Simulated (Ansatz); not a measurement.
# C₃H₁₁GaO₂Si: relaxing the structure

What shape does C₃H₁₁GaO₂Si take? The plan is to relax it.

Method: RKS PBE0-D4/def2-TZVP; program: Ansatz 0.2.0, Gaussian basis.

Levels to be run: relaxation at PBE0-D4/def2-TZVP.

1 further run of the same task is left out (set aside as unsound or not needed).

## 1. The starting structure

18 atoms, charge 0, spin multiplicity 1.

Atoms are counted from 1 here; the program's logs count them from 0.

Bond lengths: C1–C2 1.523 Å, C1–H8 1.087 Å, C1–H9 1.087 Å, C1–H10 1.086 Å, C2–O3 1.430 Å, C2–H11 1.093 Å, C2–H12 1.095 Å, O3–C4 1.439 Å, C4–Ga5 2.003 Å, C4–O6 1.419 Å, C4–H13 1.093 Å, Ga5–H14 1.566 Å, Ga5–H15 1.562 Å, O6–Si7 1.630 Å, Si7–H16 1.453 Å, Si7–H17 1.466 Å, Si7–H18 1.471 Å. Angles: C2–C1–H8 109.8°, C2–C1–H9 111.2°, C2–C1–H10 109.6°, H8–C1–H9 108.7°, H8–C1–H10 109.1°, H9–C1–H10 108.5°, C1–C2–O3 112.0°, C1–C2–H11 110.1°, C1–C2–H12 111.0°, O3–C2–H11 105.2°, O3–C2–H12 109.5°, H11–C2–H12 108.8°, C2–O3–C4 117.6°, O3–C4–Ga5 75.2°, O3–C4–O6 107.7°, O3–C4–H13 111.2°, Ga5–C4–O6 94.1°, Ga5–C4–H13 149.5° and more.

Geometry (Å):

```
C    -2.4115   -0.3179    0.0487
C    -1.3292    0.5988   -0.5056
O    -0.2557   -0.1373   -1.0989
C     0.6964   -0.7563   -0.2149
Ga    1.5831   -0.7662   -2.0106
O     1.5310    0.2669    0.3056
Si    1.7006    0.6359    1.8838
H    -2.7477   -1.0012   -0.7274
H    -2.0410   -0.9000    0.8887
H    -3.2548    0.2780    0.3866
H    -1.7350    1.2140   -1.3125
H    -0.9336    1.2573    0.2753
H     0.1938   -1.2978    0.5906
H     0.8705   -1.3493   -3.2768
H     2.9139    0.0478   -2.0928
H     2.4859    1.8541    1.7833
H     2.3569   -0.4708    2.5858
H     0.3766    0.8441    2.4910
```

The start is a GFN2-xTB geometry.

## 2. Relaxation at PBE0-D4/def2-TZVP

File in.yaml:

```yaml
crystal:
  periodic: [false, false, false]
  atoms:
    - {symbol: C, position_ang: [-2.411490, -0.317930, 0.048730]}
    - {symbol: C, position_ang: [-1.329160, 0.598800, -0.505550]}
    - {symbol: O, position_ang: [-0.255720, -0.137320, -1.098870]}
    - {symbol: C, position_ang: [0.696430, -0.756350, -0.214860]}
    - {symbol: Ga, position_ang: [1.583050, -0.766210, -2.010640]}
    - {symbol: O, position_ang: [1.530980, 0.266940, 0.305620]}
    - {symbol: Si, position_ang: [1.700580, 0.635890, 1.883840]}
    - {symbol: H, position_ang: [-2.747750, -1.001210, -0.727370]}
    - {symbol: H, position_ang: [-2.040960, -0.900010, 0.888700]}
    - {symbol: H, position_ang: [-3.254810, 0.278000, 0.386590]}
    - {symbol: H, position_ang: [-1.734980, 1.214040, -1.312470]}
    - {symbol: H, position_ang: [-0.933630, 1.257290, 0.275260]}
    - {symbol: H, position_ang: [0.193790, -1.297760, 0.590610]}
    - {symbol: H, position_ang: [0.870460, -1.349330, -3.276780]}
    - {symbol: H, position_ang: [2.913850, 0.047840, -2.092850]}
    - {symbol: H, position_ang: [2.485900, 1.854060, 1.783300]}
    - {symbol: H, position_ang: [2.356860, -0.470820, 2.585760]}
    - {symbol: H, position_ang: [0.376590, 0.844080, 2.490990]}
basis:
  gaussian: {orbitals: def2-TZVP}
hamiltonian: {xc: pbe0, dispersion: d4}
relax: {f_tol: 0.005, max_steps: 150}
```

Launch:

```bash
> ansatz run in.yaml --threads 2 --pin off --events-out ev --progress --plain --max-ram 22528MiB --backend cuda --devices 0, --max-vram 18GiB
```

Before running them: what should the planned runs give, taken together? Wanted: point group; shift from the start; total energy; dispersion term; dipole moment.

The runs gave:

```
                  quantity           value
               point group              C1
                     steps              97
shift from the start (rms)         1.471 Å
              total energy  -67624.7512 eV
           dispersion term        -397 meV
             dipole moment          1.46 D
```

The relaxed geometry lies 1.47 Å (rms) from the start; the bond that changed most is Si7–H17, from 1.466 to 1.525 Å. No vibrations were run, so it is not proven to be a minimum. The largest Mulliken charge, -0.36 e, sits on C1.
